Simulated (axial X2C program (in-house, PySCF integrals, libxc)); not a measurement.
# Linear GeCN at several levels

One table from this session's results is given with a row withheld; the runs are named, their logs left out.

Program: an in-house X2C program for linear molecules on PySCF integrals. Level of theory: all-electron X2C, two-component (2c) or spin-free, Ge dyall-v3z, C dyall-v3z, N dyall-av3z. These are calculated values, not measurements.

All values are calculated.

2 further runs of the same task are left out: 2 set aside as unsound or not needed.

Set-up of the first run:

The input, task.json:

```json
{
 "zs": [
  32,
  6,
  7
 ],
 "q": 0,
 "bas": [
  "dyall-v3z",
  "dyall-v3z",
  "dyall-av3z"
 ],
 "r0": [
  1.91,
  1.16
 ],
 "symm": 0,
 "scan": [
  "PBE0",
  "HF",
  "B3LYP"
 ],
 "levels": [
  "PBE0",
  "HF",
  "LDA"
 ],
 "nst": 2
}
```

Keys: zs atomic numbers; q charge; bas basis sets; r0 starting distance in Å; symm equal bonds; scan levels of the two-bond scan; levels methods; nst determinants followed.

The run is started by

```
$ python solin.py task.json out
```

Masses Ge 73.921, C 12.000, N 14.003 u.

Among the steps run: Scan at PBE0, 2c; Scan at HF, 2c; Scan at B3LYP, 2c.

One table of the session follows, with a row left open; its other results are not shown here.

```
           level  r(Ge–C) (Å)  r(C–N) (Å)  lower stretch (cm⁻¹)  upper stretch (cm⁻¹)
        PBE0, 2c        1.948       1.160                 437.4                2209.8
          HF, 2c        1.976       1.137                 426.5                2225.2
       B3LYP, 2c        1.963       1.161                 424.0                2182.5
 PBE0, spin-free            ?           ?                     ?                     ?
   HF, spin-free        1.975       1.137                 427.9                2222.3
B3LYP, spin-free        1.961       1.161                 425.4                2180.4
```

Estimate the missing values for PBE0, spin-free.

As computed: r(Ge–C) (Å): 1.947; r(C–N) (Å): 1.160; lower stretch (cm⁻¹): 438.6; upper stretch (cm⁻¹): 2207.9. In the column «r(Ge–C) (Å)» it is the lowest.

Scans not shown above were run alike.

The molecule was held linear; bending was not examined, so a bent shape may lie lower. Note: functional without a current term on a determinant with orbital currents, of the molecule or an atom.
